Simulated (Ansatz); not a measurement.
# WCl (sextet): from Hartree-Fock to the top rungs, def2-QZVPP

An exercise on one series of results from a longer session: the logs are not shown, and one member is left open.

Method: def2-QZVPP, core rule «outside noble gas», up to 9 orbitals frozen; program: Ansatz 0.2.0, Gaussian basis.

Plan: UHF; ROHF; CCSD(T) on UHF.

## What is computed

The geometry is a PBE0/def2-TZVP stationary point (not a proven minimum). No spin-orbit coupling is included. Elements past krypton take def2 core potentials.

2 atoms, charge 0, spin multiplicity 6.

Atoms are counted from 1 here; the program's logs count them from 0.

Bond lengths: W1–Cl2 2.275 Å.

Set-up of the first run:

The input, in.yaml:

```yaml
crystal:
  periodic: [false, false, false]
  atoms:
    - {symbol: W, position_ang: [0.000000, 0.000000, 0.000000]}
    - {symbol: Cl, position_ang: [0.000000, 0.000000, 2.275000]}
basis:
  gaussian: {orbitals: "def2-QZVPP.json"}
magnetization: {spin_polarized: true, initial_magnetization: 5}
hamiltonian: {xc: hf}
output: {orbitals: {seedname: orbitals}}
```

Started as:

```sh
> ansatz run in.yaml --threads 1 --pin off --events-out ev --progress --plain --max-ram 4096MiB --backend cpu
```

Among the steps run: UHF; ROHF; CCSD(T) on UHF.

One of the session's tables, all rows but one given; the rest of the session is left out.

```
  method  from UCCSD(T) (kJ/mol)
    ROHF                  +913.9
     UHF                  +895.5
    UMP2                       ?
   UCCSD                   +40.9
UCCSD(T)                       0
```

Estimate the missing values for UMP2.

**Answer.** from UCCSD(T) (kJ/mol): +94.0. In the column «from UCCSD(T) (kJ/mol)» it lies between UCCSD (+40.9) and UHF (+895.5).
